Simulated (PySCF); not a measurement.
# [Ce(S2)]+: other functionals and bases at one geometry

The task here is to estimate one member of a computed series from the others.

The runs use PySCF 2.14.0; several levels, as the steps say, no spin–orbit coupling.

4 further runs of the same task are left out: 2 for a known fault of the program, 1 that didn't finish, 1 set aside as unsound or not needed.

### Starting geometry

3 atoms, charge 1, spin multiplicity 1.

Bond lengths: Ce1–S2 2.559 Å, Ce1–S3 2.559 Å, S2–S3 2.159 Å. Angles: S2–Ce1–S3 49.9°, Ce1–S2–S3 65.0°, Ce1–S3–S2 65.0°.

Geometry (Å):

```xyz
3

Ce    0.0000    0.0000   -0.6283
S     1.0797    0.0000    1.6917
S    -1.0797    0.0000    1.6917
```

Formal oxidation states: Ce +3. Each metal's 1 4f electrons lie in its core potential, so multiplicities, spins and levels count the valence alone. An earlier session relaxed this geometry at TPSS, Ce lcecp-1-SVP with ECP47, S def2-SVP (singlet, point group C2v).

At TPSS on the finer grid: E = -828.267796 Eh, HOMO -9.73 eV, LUMO -7.67 eV, Mulliken charge on Ce1 +1.21 e, largest force component 0.001 eV/Å. 

Levels to run: B3LYP; TPSSh; M06-L; r2SCAN; TPSS, TZVP. Hardware: 2 threads of Intel Xeon 6975P-C (Granite Rapids), shared host.

Set-up of the first run:

Contents of run.py (the lines that set the calculation):

```python
mol = gto.M(atom='''
Ce     0.00000     0.00000    -0.62828
S      1.07971     0.00000     1.69173
S     -1.07971     0.00000     1.69173''',
    basis={'Ce': 'lcecp-1-SVP', 'S': 'def2-SVP'},
    ecp={'Ce': 'lcecp-1-SVP'},
    charge=1, spin=0)
mf = dft.RKS(mol, xc='B3LYP')
mf.grids.atom_grid = (75, 302)  # f atoms: unpruned, at least (60, 302)
mf = mf.density_fit()  # fitting sets: Ce AutoAux, S def2-universal-JKFIT
mf.conv_tol = 1e-08; mf.max_cycle = 55
mf.kernel(dm0)  # dm0: the density of the relaxed state
```

Started as:

```
> OMP_NUM_THREADS=2 python run.py
```

Steps of the session up to this table: B3LYP; TPSSh; M06-L; r2SCAN; TPSS, TZVP.

One of the session's tables, all rows but one given; the rest of the session is left out.

```
              level  HOMO (eV)  gap (eV)  charge on Ce1 (e)  dipole (D)  largest force component (eV/Å)
TPSS (relaxed here)      -9.73      2.06               1.21        8.11                            0.00
              B3LYP     -10.38      2.95               1.17        8.16                            0.13
              TPSSh     -10.09      2.68               1.24        8.42                            0.20
              M06-L          ?         ?                  ?           ?                               ?
             r2SCAN      -9.83      2.35               1.23        8.33                            0.26
         TPSS, TZVP      -9.58      2.04               1.40        7.96                            0.59
```

**Question.** Estimate the row for M06-L.

As computed: HOMO (eV): -9.69; gap (eV): 2.52; charge on Ce1 (e): 1.34; dipole (D): 8.74; largest force component (eV/Å): 0.56. In the column «HOMO (eV)» it lies between TPSS (relaxed here) (-9.73) and TPSS, TZVP (-9.58).

The dipole of a charged species depends on the origin, so these sizes hold for this origin alone.

In one basis the HOMO–LUMO gap runs from 2.06 eV (TPSS) to 2.95 eV (B3LYP). The largest leftover force, 0.59 eV/Å with TPSS, TZVP, stands at a geometry relaxed at another level. With 4f in the core, its levels are missing from HOMO and gap, and its count is fixed, so no charge can pass from the ligands into it. Total energies of different levels can't be compared.
